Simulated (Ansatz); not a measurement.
**B2H2ClF: small, medium and large basis sets**

Aim: see how fast density functionals converge with the basis set for B2H2ClF.

Computed with Ansatz 0.2.0, Gaussian basis. Level: one geometry, several basis sets.

Plan: PBE0-D4/def2-SVP; ωB97M-V/def2-SVP; PBE0-D4/def2-QZVPP; ωB97M-V/def2-QZVPP; the functionals' def2-TZVPP values are taken from earlier runs.

**1. The relaxed structure**

All runs share one geometry, relaxed beforehand with PBE0-D4 in a triple-zeta def2 set.

SMILES `FBBCl`, 6 atoms, charge 0, spin multiplicity 1.

Atoms are counted from 1 here; the program's logs count them from 0.

Bond lengths: F1–B2 1.325 Å, B2–B3 1.693 Å, B2–H5 1.205 Å, B3–Cl4 1.745 Å, B3–H6 1.195 Å. Angles: F1–B2–B3 120.9°, F1–B2–H5 116.2°, B3–B2–H5 123.0°, B2–B3–Cl4 118.0°, B2–B3–H6 125.8°, Cl4–B3–H6 116.1°.

**2. PBE0-D4 in def2-SVP**

Input file in.yaml:

```yaml
crystal:
  periodic: [false, false, false]
  atoms:
    - {symbol: F, position_ang: [1.399573, -1.313591, -0.267420]}
    - {symbol: B, position_ang: [0.803847, -0.134094, -0.366033]}
    - {symbol: B, position_ang: [-0.636644, 0.183762, 0.464239]}
    - {symbol: Cl, position_ang: [-2.143563, -0.114168, -0.364007]}
    - {symbol: H, position_ang: [1.341894, 0.675003, -1.078787]}
    - {symbol: H, position_ang: [-0.723006, 0.638988, 1.565808]}
basis:
  gaussian: {orbitals: def2-SVP}
hamiltonian: {xc: pbe0, dispersion: d4}
output: {orbitals: {seedname: orbitals}}
```

The run is started by

```
$ ansatz run in.yaml --threads 2 --pin off --events-out ev --progress --plain --max-ram 4352MiB
```

The runs that follow: ωB97M-V in def2-SVP; PBE0-D4 in def2-QZVPP; ωB97M-V in def2-QZVPP.

Before running them: what should the planned runs give, taken together? Wanted: PBE0-D4: double and triple zeta above quadruple; ωB97M-V: double and triple zeta above quadruple.

As calculated:

| quantity | value |
| --- | --- |
| PBE0-D4: double and triple zeta above quadruple | 9.71, 0.59 eV |
| ωB97M-V: double and triple zeta above quadruple | 9.77, 0.56 eV |

What this shows: For PBE0-D4 the step from double to triple zeta gains 9.11 eV and the next only 0.59 eV. Total energies overstate the basis error of differences, where much of it tends to cancel.
